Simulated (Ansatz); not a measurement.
# CH4O2Si: basis-set convergence

One table from this session's results is given with a row withheld; the runs are named, their logs left out.

The runs use Ansatz 0.2.0, Gaussian basis; one geometry, several basis sets.

Plan: PBE0-D4/def2-SVP; ωB97M-V/def2-SVP; PBE0-D4/def2-QZVPP; ωB97M-V/def2-QZVPP; the functionals' def2-TZVPP values are taken from earlier runs.

## The relaxed structure

The geometry comes from an earlier relaxation with PBE0-D4 in a triple-zeta def2 set; it is a stationary point, not always the lowest conformer.

SMILES `O=CO[SiH3]`, 8 atoms, charge 0, spin multiplicity 1.

Atoms are counted from 1 here; the program's logs count them from 0.

Bond lengths: O1–C2 1.198 Å, C2–O3 1.330 Å, C2–H5 1.099 Å, O3–Si4 1.698 Å, Si4–H6 1.479 Å, Si4–H7 1.479 Å, Si4–H8 1.479 Å. Angles: O1–C2–O3 124.3°, O1–C2–H5 124.4°, O3–C2–H5 111.4°, C2–O3–Si4 117.6°, O3–Si4–H6 102.8°, O3–Si4–H7 110.2°, O3–Si4–H8 110.2°, H6–Si4–H7 110.9°, H6–Si4–H8 110.9°, H7–Si4–H8 111.7°.

Geometry (Å):

```xyz
8

O     1.3370   -0.2364    1.2782
C     1.4406    0.3086    0.2168
O     0.4475    0.4379   -0.6587
Si   -1.0633   -0.2141   -0.2382
H     2.3674    0.7654   -0.1582
H    -1.8981    0.1085   -1.4157
H    -0.9538   -1.6775   -0.0553
H    -1.5853    0.4506    0.9754
```

Set-up of the first run:

Input file in.yaml:

```yaml
crystal:
  periodic: [false, false, false]
  atoms:
    - {symbol: O, position_ang: [1.337047, -0.236372, 1.278216]}
    - {symbol: C, position_ang: [1.440633, 0.308581, 0.216820]}
    - {symbol: O, position_ang: [0.447523, 0.437913, -0.658683]}
    - {symbol: Si, position_ang: [-1.063326, -0.214129, -0.238184]}
    - {symbol: H, position_ang: [2.367431, 0.765393, -0.158201]}
    - {symbol: H, position_ang: [-1.898063, 0.108479, -1.415721]}
    - {symbol: H, position_ang: [-0.953771, -1.677537, -0.055332]}
    - {symbol: H, position_ang: [-1.585276, 0.450570, 0.975384]}
basis:
  gaussian: {orbitals: def2-SVP}
hamiltonian: {xc: pbe0, dispersion: d4}
output: {orbitals: {seedname: orbitals}}
```

Among the steps run: PBE0-D4 in def2-SVP; ωB97M-V in def2-SVP; PBE0-D4 in def2-QZVPP; ωB97M-V in def2-QZVPP.

One of the session's tables, all rows but one given; the rest of the session is left out.

It belongs to the step «Functionals by basis». 

| functional | basis | HOMO (eV) | LUMO (eV) |
| --- | --- | --- | --- |
| PBE0-D4 | def2-SVP | -8.50 | -0.16 |
| PBE0-D4 | def2-TZVPP | -8.63 | -0.37 |
| PBE0-D4 | def2-QZVPP | -8.66 | -0.44 |
| ωB97M-V | def2-SVP | -10.94 | 2.23 |
| ωB97M-V | def2-TZVPP | -11.08 | 1.75 |
| ωB97M-V | def2-QZVPP | ? | ? |

**Question.** Estimate the row for ωB97M-V, def2-QZVPP.

**Answer.** HOMO (eV): -11.12; LUMO (eV): 1.34. In the column «HOMO (eV)» it is the lowest.
